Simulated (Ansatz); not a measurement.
# KTe: vertical and adiabatic energies of changing the electron count

Program: Ansatz's Python interface.

Run as a notebook:

```python
import itertools

import ansatz as az
from ase.data import atomic_numbers, covalent_radii
import numpy as np
```

```python
BASIS = "def2-SVP"
XC = "r2SCAN"
VDW = "d3bj"
CHARGE = 1
```

```python
geometry_ang = [
    ("K", (0.0, 0.0, 0.0)),
    ("Te", (0.0, 0.0, 3.265)),
]
kte = az.Crystal.molecule()
for symbol, xyz in geometry_ang:
    kte = kte.atom(symbol, xyz)
```

```python
base = kte.calculation()
base = base.basis(gaussian=BASIS)
base = base.functional(XC, dispersion=VDW)
base = base.spin("collinear", total=1)
symbols = [site.symbol for site in kte.cartesian_sites]
start = np.array([site.position_ang for site in kte.cartesian_sites], dtype=float)
r = base.relax(force_tolerance=0.01, max_steps=100).run(threads=1).report
end = np.array(r["positions_ang"])
```

    DeckWarning: the engine holds no damping parameters fitted to this dispersion correction and functional, so the run takes those fitted to r2scan beside the three-body term, which d3bj leaves out (hamiltonian.dispersion, under Limitations)

```python
minimum = az.Crystal.molecule()
for symbol, place in zip(symbols, end):
    minimum = minimum.atom(symbol, place.tolist())
ion = (
    minimum.calculation()
    .basis(gaussian=BASIS)
    .functional(XC, dispersion=VDW)
    .charge(CHARGE)
)
vertical = ion.run(threads=1).report
settled = ion.relax(force_tolerance=0.01, max_steps=80).run(threads=1).report
print(f"vertical ionisation energy   {vertical['free_energy_ev'] - r['free_energy_ev']:.3f} eV")
print(f"adiabatic, no zero point     {settled['free_energy_ev'] - r['free_energy_ev']:.3f} eV")
print(f"relaxation energy of the ion {vertical['free_energy_ev'] - settled['free_energy_ev']:.3f} eV")
ionised = np.array(settled["positions_ang"])
# pairs closer than 1.2 times the sum of covalent radii, before or after
radius = [covalent_radii[atomic_numbers[s]] for s in symbols]
span = lambda where, i, j: np.linalg.norm(where[i] - where[j])
bonded = [(i, j) for i, j in itertools.combinations(range(len(symbols)), 2) if min(span(end, i, j), span(ionised, i, j)) < 1.2 * (radius[i] + radius[j])]
print("pair        before    after (A)")
for i, j in bonded:
    print(f"{symbols[i]}{i}-{symbols[j]}{j}".ljust(10), f"{span(end, i, j):8.4f} {span(ionised, i, j):8.4f}")
```

    vertical ionisation energy   7.873 eV
    adiabatic, no zero point     7.715 eV
    relaxation energy of the ion 0.158 eV
    pair        before    after (A)
    K0-Te1       3.1983   3.6900

Notes:
- Warnings are shown shortened and without file and line.
- The energies are electronic: no zero-point or thermal terms, and the basis set is short of its limit. The product may relax into another structure. Each relaxation finds its nearest minimum, which needn't be the lowest.
- def2 sets replace the cores of elements past krypton by effective core potentials.
- The run takes the species as open-shell (spin multiplicity 2), which needn't be its ground state.
- Only the spin states typed were run; another state of an ion can lie lower, by up to an eV or two.
- The spin state was assumed, and another may lie lower.
- A dispersion term here runs with damping parameters fitted for another variant or functional.
- Wall time of the script: 92 s on 1 thread of Arm Neoverse V1, on a shared host, peak memory 0.28 GiB.
